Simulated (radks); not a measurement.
**Zr⁴⁺ in [Kr]: an all-electron calculation**

Aim: the levels, the sizes of the orbitals and the parts of the energy of the zirconium ion Zr4+.

Program: radks (a radial shooting solver on a logarithmic mesh, Libxc functionals) version 1. Level of theory: scalar-relativistic Kohn-Sham, SOGGA, spin-unpolarised, spherical densities, point nucleus. These are calculated values, not measurements, unless marked.

## 1. The system

- element: zirconium (Z = 40)
- charge: +4
- electrons: 36
- configuration: [Kr]

The outer shells:

Zr⁴⁺
```
[Ar] core
3d [↑↓][↑↓][↑↓][↑↓][↑↓]
4s [↑↓]
4p [↑↓][↑↓][↑↓]
```

## 2. The calculation

Settings of this run:

```text
Z 40
configuration [Kr]
relativity scalar-relativistic
functional sogga,pbe
spin unpolarised
nucleus point
c 137.035999084
```

Command:

```console
$ python run_ks.py task.json out
```

All runs below come from this command, one after another.

What does the calculation give?

**Answer**, as computed:

```
                        quantity                 value
                    total energy   -3593.37652 hartree
exchange-correlation share of it                3.07 %
                            −T/E                1.0282
          highest occupied level        4p, -72.687 eV
    most extended occupied level   4p, <r> = 1.31 bohr
 radius at density 0.001 e/bohr³             2.89 bohr
    maxima of the radial density                     3
         ionisation energy, NIST  80.35 (semi-emp.) eV
```

**Reading.** The radial density shows 3 maxima for 4 occupied principal shells; where shells overlap, one shows as a shoulder or not at all. −T/E is 1.028: with relativity the kinetic term as defined here no longer equals −E. Minus the highest eigenvalue, 72.687 eV, is 90 % of the tabulated ionisation energy (80.35 eV). 
